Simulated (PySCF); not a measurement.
# C5H12N2Si: the cost of one run

Computed with PySCF 2.14.0 and routines of our own; the level stands in each step. Atoms count from 0.

## 1. The starting structure

20 atoms, charge 0, multiplicity 1; geometry from: GFN2-xTB.

## 2. Magnetic properties: GIAO CAM-B3LYP/pcSseg-1

Job settings and geometry (Å):

```
{"job": {"kind": "mag", "xc": "CAM-B3LYP", "basis": "pcSseg-1", "isotopologues": 2}, "charge": 0, "multiplicity": 1}
C     -3.174688    -1.158243    -0.161356
C     -1.905629    -1.125654     0.197415
C     -1.265807    -0.000685     0.951677
N     -0.129518     0.544424     0.223380
Si    -0.352368     1.651031    -1.102465
N      1.017733    -0.062116     0.583653
C      2.108861     0.117789    -0.026727
C      3.346171    -0.556096     0.456422
H     -3.592766    -1.983814    -0.712364
H     -3.855140    -0.362732     0.095941
H     -1.231450    -1.928494    -0.069618
H     -1.990455     0.793600     1.139380
H     -0.882976    -0.371227     1.907996
H      0.577246     2.768615    -0.921719
H     -1.736051     2.089306    -0.977409
H     -0.125356     1.003587    -2.399055
H      2.205537     0.759531    -0.908429
H      4.098341     0.185091     0.726591
H      3.764585    -1.184161    -0.329801
H      3.118582    -1.169074     1.323452
```

With the program's defaults for keys left out, this is: GIAO CAM-B3LYP/pcSseg-1 magnetisability, rotational g tensor and spin-rotation constants, non-relativistic, gas phase.

On the command line:

```bash
> OMP_NUM_THREADS=1 python excited_run.py task.json out
```

One launch serves the whole session: the jobs run in the order shown.

**Question.** How long does this first job take on 1 thread of Intel Xeon Platinum 8375C at 2.90GHz, shared host, and how much memory does it need?

About 92 s, with a peak of 1.1 GiB.
